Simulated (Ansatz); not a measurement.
# H₅NOSi + HF: a complex and its separated parts, part 3 of 3

Ansatz 0.2.0, Gaussian basis. Earlier steps stand in the parts before.

## 19. CCSD(T)/def2-TZVPP

The inputs:

parta/in.yaml

```yaml
crystal:
  periodic: [false, false, false]
  atoms:
    - {symbol: Si, position_ang: [-0.514779, 0.317879, -0.664620]}
    - {symbol: O, position_ang: [0.154974, -1.188891, -0.706597]}
    - {symbol: H, position_ang: [-0.429309, 0.963179, -2.001901]}
    - {symbol: H, position_ang: [-1.907235, 0.038172, -0.250792]}
    - {symbol: N, position_ang: [0.203142, 1.439206, 0.400937]}
    - {symbol: H, position_ang: [1.074110, -1.255278, -0.969005]}
    - {symbol: H, position_ang: [0.862038, 2.131012, 0.089657]}
    - {symbol: H, position_ang: [0.190925, 1.342598, 1.401809]}
basis:
  gaussian: {orbitals: def2-TZVPP}
correlation: {method: ccsd_t}
```

partb/in.yaml

```yaml
crystal:
  periodic: [false, false, false]
  atoms:
    - {symbol: H, position_ang: [0.192549, -1.806444, 0.898677]}
    - {symbol: F, position_ang: [0.173585, -1.981431, 1.801737]}
basis:
  gaussian: {orbitals: def2-TZVPP}
correlation: {method: ccsd_t}
```

The same command starts each run, in its folder.

Command:

```sh
> ansatz run in.yaml --threads 4 --pin off --events-out ev --progress --plain --max-ram 9574MiB
```

parta printed, cut to the lines that bear on the results:

```text
Functional definition: HF
  name "HF"
  cite "Fock, Z. Phys. 61, 126 (1930) doi:10.1007/BF01340294"
  parent pbe
[...]
1016 factors; integrals over basis functions are off by at most 1.1e-3 eV
[...]
mean field -11464.46797242 eV, -421.3114270909 hartree, gradient 1.9e-6 eV, S^2 0.000000; 0 other end points of the search recorded, 0 dependent functions left out
7 core orbitals not correlated: weight in the atoms' cores, before any rotation towards them, 1.000 or more for the frozen orbitals, at most 0.000 for the correlated occupied ones
reference -11464.46797242 eV, -421.3114270909 hartree; 10, 10 occupied and 157, 157 virtual orbitals, 1016 factors
second order -15.94682968 eV of doubles, -0.00000000 eV of singles
cycle   1  -16.21420810 eV  change   -2.7e-1 eV  update   7.8e-2
[...]
cycle   9  -16.64723223 eV  change   -4.0e-6 eV  update   1.3e-5
perturbative correction -0.56437582 eV, -0.0207404287 hartree
Total energy: -11481.67958047 eV, -421.9439420202 hartree
```

Log of partb, cut to the lines that bear on the results:

```text
[... 4 set-up lines as earlier in the session ...]
[...]
287 factors; integrals over basis functions are off by at most 1.0e-3 eV
[...]
mean field -2722.91269171 eV, -100.0651957638 hartree, gradient 4.5e-6 eV, S^2 0.000000; 0 other end points of the search recorded, 0 dependent functions left out
1 core orbitals not correlated: weight in the atoms' cores, before any rotation towards them, 1.000 or more for the frozen orbitals, at most 0.000 for the correlated occupied ones
reference -2722.91269171 eV, -100.0651957638 hartree; 4, 4 occupied and 40, 40 virtual orbitals, 287 factors
second order -7.36487189 eV of doubles, -0.00000000 eV of singles
cycle   1  -7.29622676 eV  change    6.9e-2 eV  update   3.9e-2
[...]
cycle   8  -7.43091016 eV  change    4.4e-7 eV  update   3.3e-6
perturbative correction -0.17033953 eV, -0.0062598621 hartree
Total energy: -2730.51394140 eV, -100.3445365375 hartree
```

Wall times: 14 s (parta), 0.2 s (partb) on 4 threads of Arm Neoverse V2, shared host; peak memory 1.5 GiB.

## 20. Vibrations of H₅NOSi

vib-parta/in.yaml

```yaml
crystal:
  periodic: [false, false, false]
  atoms:
    - {symbol: Si, position_ang: [-0.514779, 0.317879, -0.664620]}
    - {symbol: O, position_ang: [0.154974, -1.188891, -0.706597]}
    - {symbol: H, position_ang: [-0.429309, 0.963179, -2.001901]}
    - {symbol: H, position_ang: [-1.907235, 0.038172, -0.250792]}
    - {symbol: N, position_ang: [0.203142, 1.439206, 0.400937]}
    - {symbol: H, position_ang: [1.074110, -1.255278, -0.969005]}
    - {symbol: H, position_ang: [0.862038, 2.131012, 0.089657]}
    - {symbol: H, position_ang: [0.190925, 1.342598, 1.401809]}
basis:
  gaussian: {orbitals: def2-TZVP}
hamiltonian: {xc: pbe0, dispersion: d4}
phonons: {temperatures: {t_min: 298.15, t_max: 900, t_step: 200}}
```

Command:

```sh
> ansatz run in.yaml --threads 4 --pin off --events-out ev --progress --plain --max-ram 9574MiB
```

Output, cut to the lines that bear on the results:

```text
[... 5 set-up lines as earlier in the session ...]
[...]
794 factors; their error is unknown
[...]
mean field -11492.69260490 eV, -422.3486632031 hartree, gradient 3.6e-5 eV, S^2 0.000000; 0 other end points of the search recorded, 0 dependent functions left out
[...]
Atom 5 at     1.074110    -1.255278    -0.969005 Å, force    -0.000717     0.001223     0.000686 eV/Å
Atom 6 at     0.862038     2.131012     0.089657 Å, force     0.001121     0.000346    -0.000863 eV/Å
Atom 7 at     0.190925     1.342598     1.401809 Å, force     0.000447     0.000243     0.000950 eV/Å
Dipole moment:     0.422815     0.242462     0.103332 e Å
Vibrations: 120.79 267.04 296.14 354.17 552.61 747.00 820.64 871.45 892.37 921.27 945.67 956.19 1580.24 2216.03 2260.28 3626.42 3725.17 3920.72 cm⁻¹, zero-point energy 1.554403 eV
```

It took 31 s on 4 threads of Arm Neoverse V2, shared host.

Wavenumbers and character of the modes:

```csv
mode,wavenumber (cm⁻¹),character
1,121,torsion
2,267,torsion
3,296,torsion
4,354,bend with torsion
5,553,bend with torsion
6,747,bend
7,821,Si–O and Si–N stretch
8,871,bend with Si–N stretch
9,892,bend
10,921,bend with Si–O stretch
11,946,torsion with bend
12,956,bend
13,1580,bend
14,2216,Si–H stretch
15,2260,Si–H stretch
16,3626,N–H stretch
17,3725,N–H stretch
18,3921,O–H stretch
```

Vibrational sums (real modes only):

```csv
T (K),entropy (J/mol/K),heat capacity (J/mol/K)
298,37.4,49.6
498,69.7,76.3
698,98.2,92.3
898,122.9,103.5
```

## 21. Vibrations of HF

vib-partb/in.yaml

```yaml
crystal:
  periodic: [false, false, false]
  atoms:
    - {symbol: H, position_ang: [0.192549, -1.806444, 0.898677]}
    - {symbol: F, position_ang: [0.173585, -1.981431, 1.801737]}
basis:
  gaussian: {orbitals: def2-TZVP}
hamiltonian: {xc: pbe0, dispersion: d4}
phonons: {temperatures: {t_min: 298.15, t_max: 900, t_step: 200}}
```

Command:

```sh
> ansatz run in.yaml --threads 4 --pin off --events-out ev --progress --plain --max-ram 9574MiB
```

Output, cut to the lines that bear on the results:

```text
[... 5 set-up lines as earlier in the session ...]
[...]
200 factors; their error is unknown
[...]
mean field -2731.80169997 eV, -100.3918607921 hartree, gradient 6.9e-6 eV, S^2 0.000000; 0 other end points of the search recorded, 0 dependent functions left out
[...]
reference -2731.80151829 eV, -100.3918541156 hartree; 5, 5 occupied and 32, 32 virtual orbitals, 200 factors
Total energy: -2731.80322170 eV, -100.3919167147 hartree
Atom 0 at     0.192549    -1.806444     0.898677 Å, force     0.000000     0.000003    -0.000016 eV/Å
Atom 1 at     0.173585    -1.981431     1.801737 Å, force    -0.000000    -0.000003     0.000016 eV/Å
Dipole moment:     0.008262     0.076234    -0.393421 e Å
Vibrations: 4152.88 cm⁻¹, zero-point energy 0.257446 eV
```

It took 0.8 s on 4 threads of Arm Neoverse V2, shared host.

The modes, with what each moves most:

```csv
mode,wavenumber (cm⁻¹),character
1,4153,F–H stretch
```

Vibrational sums (real modes only):

```csv
T (K),entropy (J/mol/K),heat capacity (J/mol/K)
298,0.0,0.0
498,0.0,0.0
698,0.0,0.1
898,0.1,0.5
```

## 22. Complex less separated parts

The complex's own energies come from single points at the same levels.

Rows are in def2-TZVPP; times add the 3 runs of a level on a shared host, so small differences are noise.

Differences are taken before rounding.

```csv
method,rung,complex less parts (kJ/mol),from CCSD(T) (kJ/mol),time
SPW92,LDA,-60.5,-23.1,1.4 s
PBE-D4,GGA,-44.7,-7.3,2 s
BLYP-D4,GGA,-43.0,-5.6,2.2 s
r2SCAN-D4,meta-GGA,-42.5,-5.1,4.4 s
B97M-V,meta-GGA,-37.9,-0.5,7.9 s
PBE0-D4,hybrid,-42.0,-4.6,2.7 s
B3LYP-D4,hybrid,-42.2,-4.8,2.7 s
r2SCAN0-D4,hybrid,-41.2,-3.8,5 s
BHLYP-D4,hybrid,-41.1,-3.8,2.7 s
CAM-B3LYP-D4,range-separated hybrid,-44.7,-7.3,2.9 s
wB97X-V,range-separated hybrid,-40.5,-3.1,7.1 s
wB97M-V,range-separated hybrid,-40.4,-3.0,8 s
B2PLYP,double hybrid,-38.1,-0.7,5.2 s
PBE-QIDH,double hybrid,-38.4,-1.0,5.2 s
RPA on PBE,RPA,-33.8,+3.6,5.5 s
Hartree-Fock,wavefunction,-25.1,+12.3,
MP2,wavefunction,-37.8,-0.4,
CCSD,wavefunction,-35.3,+2.1,
CCSD(T),wavefunction,-37.4,0,80 s
```

Among the levels timed on like hardware and quicker than the yardstick, those that no quicker one beats, quickest first: SPW92 (1.4 s, -23.1 kJ/mol); PBE-D4 (2 s, -7.3 kJ/mol); BLYP-D4 (2.2 s, -5.6 kJ/mol); PBE0-D4 (2.7 s, -4.6 kJ/mol); BHLYP-D4 (2.7 s, -3.8 kJ/mol); B2PLYP (5.2 s, -0.7 kJ/mol); B97M-V (7.9 s, -0.5 kJ/mol).

For cost: B97M-V gets within 0.5 kJ/mol in 7.9 s, where CCSD(T) took 80 s; the quickest level in the cost chart, SPW92, takes 1.4 s and misses by 23.1 kJ/mol.

The complex's zero-point energy, from a separate PBE0-D4 run, is 1.912 eV.

## 23. Summary of results

The summary covers parts 1 to 3.

```
                              quantity         value
complex less parts, CCSD(T)/def2-TZVPP  -37.4 kJ/mol
                with zero-point energy  -27.7 kJ/mol
                 largest T1 diagnostic         0.011
```

In words: At CCSD(T) the complex lies 37.4 kJ/mol below its parts. Among the functionals B97M-V lands nearest to CCSD(T) (-0.5 kJ/mol) and SPW92 farthest (-23.1 kJ/mol). Mean unsigned error by rung: LDA 23.1, GGA 6.4, meta-GGA 2.8, hybrid 4.2, range-separated hybrid 4.5, double hybrid 0.8 kJ/mol. PBE-D4 gives a relative energy 7.3 kJ/mol too low, outside chemical accuracy (1 kcal/mol, 4.2 kJ/mol). No counterpoise was applied, and triple zeta lacks some correlation, so the CCSD(T) reference has a basis error of its own, and close matches with it are partly luck.
